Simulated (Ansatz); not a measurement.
# SnPPt5: the cost of one run

Program: Ansatz 0.2.0. Level of theory: DFT PBEsol, scalar-relativistic, plane waves, PAW. These are calculated values, not measurements.

## (1) The structure to begin with

The structure is tetragonal, space group P4/mmm (No. 123). Conventional cell: a = 3.996 Å, b = 3.996 Å, c = 7.160 Å, α = 90.00°, β = 90.00°, γ = 90.00°. Sn (site symmetry 4/mmm) is surrounded by 12 Pt at 2.83 to 2.93 Å. Around P (site symmetry 4/mmm) lie 8 Pt at 2.46 Å. Pt (site symmetry 4/mmm) has 4 Sn at 2.83 Å and 8 Pt at 2.93 Å as nearest neighbours. Around Pt (site symmetry 2mm) lie 2 P at 2.46 Å and 7 Pt at 2.83 to 2.93 Å and 2 Sn at 2.93 Å.

Coordinates:

```cif
data_structure
_symmetry_space_group_name_H-M 'P4/mmm'
_symmetry_Int_Tables_number 123
_cell_length_a 3.9960
_cell_length_b 3.9960
_cell_length_c 7.1602
_cell_angle_alpha 90.000
_cell_angle_beta 90.000
_cell_angle_gamma 90.000
_cell_volume 114.33
loop_
_atom_site_label
_atom_site_type_symbol
_atom_site_symmetry_multiplicity
_atom_site_Wyckoff_symbol
_atom_site_fract_x
_atom_site_fract_y
_atom_site_fract_z
_atom_site_occupancy
Sn1 Sn 1 a 0.00000 0.00000 0.00000 1
P1 P 1 d 0.50000 0.50000 0.50000 1
Pt1 Pt 1 c 0.50000 0.50000 0.00000 1
Pt2 Pt 4 i 0.50000 0.00000 0.70033 1
```

The structure comes from the Materials Project (structure only).

## (2) The listed cell as it stands

input.yaml

```yaml
crystal:
  lattice:
    - [3.995954, 0.0, 0.0]
    - [0.0, 3.995954, 0.0]
    - [0.0, 0.0, 7.160219]
  atoms:
    - { symbol: Sn, position: [0.0, 0.0, 0.0] }
    - { symbol: P, position: [0.5, 0.5, 0.5] }
    - { symbol: Pt, position: [0.5, 0.5, 0.0] }
    - { symbol: Pt, position: [0.5, 0.0, 0.700332] }
    - { symbol: Pt, position: [0.0, 0.5, 0.700332] }
    - { symbol: Pt, position: [0.5, 0.0, 0.299668] }
    - { symbol: Pt, position: [0.0, 0.5, 0.299668] }
basis:
  ecutwfc: 420
kpoints:
  mp_grid: { grid: [10, 10, 6] }
hamiltonian:
  xc: pbesol
scf:
  occupations: { method: gaussian, width: 0.1 }
output:
  forces: true
  stress: true
  eigenvalues: true
  populations: true
  write_density: true
  write_potential: true
  elf: true
  volumetric_format: npy
```

The run is started by

```
ansatz run input.yaml --threads 1 --pin off --max-ram 2560MiB --backend cpu --events-out ev --progress --plain --runs-dir out
```

Q: Estimate wall time and peak memory on 1 thread of Arm Neoverse V2, shared host.

About 49 s, with a peak of 0.65 GiB.
